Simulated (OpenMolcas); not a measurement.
**Tc²⁺ among point charges: CASSCF levels and susceptibility**

Aim: the splitting of the states of Tc²⁺ in the field of 6 point charges, its lowest levels with spin-orbit coupling and its magnetic susceptibility.

The numbers are computed with OpenMolcas 26.06 (state-averaged CASSCF, spin-orbit coupling by RASSI with atomic mean-field integrals), except any that are marked as measured or tabulated.

1 further run of the same task is left out (it didn't finish).

## Step 1: The atom as given

```
Species                           : Tc²⁺ (technetium, Z = 43, 41 electrons)
Basis                             : ANO-RCC-VDZP [6s5p3d1f], 43 functions
Scalar Hamiltonian                : DKH2, point nucleus
Inactive shells                   : 1s 2s 2p 3s 3p 3d 4s 4p
Active space                      : 5 electrons in 5 orbitals (4d)
Some configurations of this space : 4d5
Orbitals                          : optimised for each spin and parity, averaged over all roots
```

The outer shells:

4d5
```
4d [↑ ][↑ ][↑ ][↑ ][↑ ]
```

The ion sits among 6 point charges of -1.7 e arranged as an octahedron (Oh), 1.79 Å from the ion. The active orbitals were held to one l.

Each step is its own input file, run in one work folder so that later steps find the files of earlier ones. Labels, J, g values, rates, χT and fits are worked out afterwards by a script from the matrices that RASSI stores. The input lists half of the charges; inversion (Group=XYZ) makes the rest.

## Step 2: GATEWAY and SEWARD: basis and integrals

a.inp reads:

```
&GATEWAY
Coord
1

Tc 0.0 0.0 0.0
Basis=ANO-RCC-VDZP
Group=XYZ
NoMove
AngMom=0.0 0.0 0.0
AMFI
XField
3 Angstrom 0
1.790000 0.000000 0.000000 -1.700000
0.000000 1.790000 0.000000 -1.700000
0.000000 0.000000 1.790000 -1.700000
&SEWARD
```

The run is started by

```console
> OMP_NUM_THREADS=1 MOLCAS_MEM=1689 MOLCAS_PROJECT=a pymolcas a.inp > a.log
```

## Step 3: Reference wave functions, sextets of even parity, 1 root

a.inp reads:

```
&RASSCF
FileOrb=start.orb
Symmetry=1
Spin=6
nActEl=5 0 0
Inactive=9 9
Ras2=5 0
CIRoot=1 1 1
SDav=1
CIMx=300
Iter=120 100
PrWF=0.3
OrbListing=Nothing
MaxOrb=0
SupSym
1
15 4 5 6 7 8 10 11 12 13 14 17 18 19 20 21
0
>>> COPY $Project.JobIph JOB001
```

start.orb holds the contracted functions of the basis, ordered by shell, or the orbitals of the step before.

## Step 4: CASSCF: quartets of even parity, 24 roots

a.inp reads:

```
&RASSCF
FileOrb=start.orb
Symmetry=1
Spin=4
nActEl=5 0 0
Inactive=9 9
Ras2=5 0
CIRoot=24 24 1
SDav=24
CIMx=300
Iter=120 100
PrWF=0.3
OrbListing=Nothing
MaxOrb=0
SupSym
1
15 4 5 6 7 8 10 11 12 13 14 17 18 19 20 21
0
>>> COPY $Project.JobIph JOB002
```

## Step 5: Reference wave functions, doublets of even parity, 75 roots

a.inp reads:

```
&RASSCF
FileOrb=start.orb
Symmetry=1
Spin=2
nActEl=5 0 0
Inactive=9 9
Ras2=5 0
CIRoot=75 75 1
SDav=75
CIMx=300
Iter=120 100
PrWF=0.3
OrbListing=Nothing
MaxOrb=0
SupSym
1
15 4 5 6 7 8 10 11 12 13 14 17 18 19 20 21
0
>>> COPY $Project.JobIph JOB003
```

## Step 6: RASSI: spin-orbit coupling between the states

a.inp reads:

```
&RASSI
NrOfJobIphs=3 1 24 75
1
1 2 3 4 5 6 7 8 9 10 11 12 13 14 15 16 17 18 19 20 21 22 23 24
1 2 3 4 5 6 7 8 9 10 11 12 13 14 15 16 17 18 19 20 21 22 23 24 25 26 27
28 29 30 31 32 33 34 35 36 37 38 39 40 41 42 43 44 45 46 47 48 49 50 51
52 53 54 55 56 57 58 59 60 61 62 63 64 65 66 67 68 69 70 71 72 73 74 75
IphNames
JOB001
JOB002
JOB003
EJob
SpinOrbit
DIPRint=1.0
SOCoupling=1000.0
Subsets=2
Property=9
'ANGMOM' 1 'ANGMOM' 2 'ANGMOM' 3 'MLTPL  1' 1 'MLTPL  1' 2 'MLTPL  1' 3
'AMFI' 1 'AMFI' 2 'AMFI' 3
SOProperty=3
'ANGMOM' 1 'ANGMOM' 2 'ANGMOM' 3
```

What does the calculation give? Wanted: spin-free ground state; first state of the same spin within the active space; lowest level; next level.

The runs gave:

| quantity | value |
| --- | --- |
| method | CASSCF |
| spin-free ground state | 2T2, 3-fold in its orbital part |
| first state of the same spin within the active space | 2A2 at 14200 cm⁻¹ |
| lowest level | 2-fold Γ7, g = 2.37, 2.37, 2.37 |
| next level | 1170.3 cm⁻¹ |
| χT at 300 K | 0.92 cm³ K/mol |
| effective moment at 300 K | 2.72 μB |

**Reading.** The spin-free ground state (2T2) comes to 27 % from free-ion I terms and has less than the highest spin computed. χT at 300 K is 0.92, against 0.38 cm³ K/mol for the spin alone, so orbital moment adds to it. A ligand-field fit to the states below 45000 cm-1 gives 10Dq = 20005 cm-1, B = 780 cm-1 and C = 2910 cm-1 (C/B = 3.73), with a deviation of 946 cm-1. The field of point charges can differ much from that of real complexes. With metal d orbitals alone active, the gaps between spin states are rough; where two lie within a few thousand cm-1, their order is open. Point charges carry no covalency, so the field is a model and not that of real ligands.
